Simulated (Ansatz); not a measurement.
# C₄H₁₅N₂SbSi: basis-set convergence

One table from this session's results is given with a row withheld; the runs are named, their logs left out.

Method: one geometry, several basis sets; program: Ansatz 0.2.0, Gaussian basis.

The runs, in order: PBE0-D4/def2-SVP; ωB97M-V/def2-SVP; PBE0-D4/def2-QZVPP; ωB97M-V/def2-QZVPP; the functionals' def2-TZVPP values are taken from earlier runs.

1 further run of the same task is left out (it didn't finish).

**The geometry**

An earlier PBE0-D4 in a triple-zeta def2 set relaxation fixed the geometry. Sb takes the def2 core potential; no spin-orbit term is included.

SMILES `C[N](C)[Sb]([SiH3])[N](C)C`, 23 atoms, charge 0, spin multiplicity 1.

Atoms are counted from 1 here; the program's logs count them from 0.

Bond lengths: C1–N2 1.443 Å, C1–H9 1.097 Å, C1–H10 1.094 Å, C1–H11 1.103 Å, N2–C3 1.446 Å, N2–Sb4 2.054 Å, C3–H12 1.097 Å, C3–H13 1.092 Å, C3–H14 1.103 Å, Sb4–Si5 2.610 Å, Sb4–N6 2.028 Å, Si5–H15 1.490 Å, Si5–H16 1.488 Å, Si5–H17 1.490 Å, N6–C7 1.441 Å, N6–C8 1.442 Å, C7–H18 1.103 Å, C7–H19 1.091 Å and more. Angles: N2–C1–H9 109.5°, N2–C1–H10 110.8°, N2–C1–H11 114.2°, H9–C1–H10 107.2°, H9–C1–H11 107.0°, H10–C1–H11 107.8°, C1–N2–C3 112.0°, C1–N2–Sb4 116.4°, C3–N2–Sb4 113.4°, N2–C3–H12 109.5°, N2–C3–H13 110.0°, N2–C3–H14 113.8°, H12–C3–H13 107.6°, H12–C3–H14 107.3°, H13–C3–H14 108.5°, N2–Sb4–Si5 92.4°, N2–Sb4–N6 91.6°, Si5–Sb4–N6 99.1° and more.

The first run:

Contents of in.yaml:

```yaml
crystal:
  periodic: [false, false, false]
  atoms:
    - {symbol: C, position_ang: [2.471387, 1.097382, -0.115736]}
    - {symbol: N, position_ang: [1.490968, 0.079334, 0.173973]}
    - {symbol: C, position_ang: [2.098241, -1.120402, 0.706703]}
    - {symbol: Sb, position_ang: [0.099250, -0.291762, -1.290365]}
    - {symbol: Si, position_ang: [-0.728474, 2.183387, -1.284544]}
    - {symbol: N, position_ang: [-1.200189, -1.067255, 0.059935]}
    - {symbol: C, position_ang: [-1.579316, -0.280004, 1.206296]}
    - {symbol: C, position_ang: [-2.274325, -1.880925, -0.452641]}
    - {symbol: H, position_ang: [3.018287, 1.351653, 0.800862]}
    - {symbol: H, position_ang: [1.987687, 2.012959, -0.469472]}
    - {symbol: H, position_ang: [3.222803, 0.800921, -0.867452]}
    - {symbol: H, position_ang: [2.596775, -0.887446, 1.656078]}
    - {symbol: H, position_ang: [1.329614, -1.868941, 0.912373]}
    - {symbol: H, position_ang: [2.854651, -1.569411, 0.040496]}
    - {symbol: H, position_ang: [-2.173817, 2.185794, -1.647611]}
    - {symbol: H, position_ang: [-0.563176, 2.837224, 0.042153]}
    - {symbol: H, position_ang: [-0.004507, 2.991797, -2.305704]}
    - {symbol: H, position_ang: [-2.415016, 0.409376, 0.998251]}
    - {symbol: H, position_ang: [-0.724452, 0.300402, 1.558007]}
    - {symbol: H, position_ang: [-1.897661, -0.939473, 2.024458]}
    - {symbol: H, position_ang: [-2.602898, -2.594779, 0.313899]}
    - {symbol: H, position_ang: [-1.940183, -2.457687, -1.319548]}
    - {symbol: H, position_ang: [-3.160548, -1.298945, -0.754812]}
basis:
  gaussian: {orbitals: def2-SVP}
hamiltonian: {xc: pbe0, dispersion: d4}
output: {orbitals: {seedname: orbitals}}
```

Steps of the session up to this table: PBE0-D4 in def2-SVP; ωB97M-V in def2-SVP; PBE0-D4 in def2-QZVPP; ωB97M-V in def2-QZVPP.

One of the session's tables, all rows but one given; the rest of the session is left out.

It belongs to the step «Functionals by basis». 

| functional | basis | HOMO (eV) |
| --- | --- | --- |
| PBE0-D4 | def2-SVP | -5.74 |
| PBE0-D4 | def2-TZVPP | -5.86 |
| PBE0-D4 | def2-QZVPP | ? |
| ωB97M-V | def2-SVP | -7.86 |
| ωB97M-V | def2-TZVPP | -7.98 |
| ωB97M-V | def2-QZVPP | -7.99 |

Q: Estimate the row for PBE0-D4, def2-QZVPP from the others.

The run gave: HOMO (eV): -5.88. In the column «HOMO (eV)» it lies between ωB97M-V, def2-SVP (-7.86) and PBE0-D4, def2-TZVPP (-5.86).
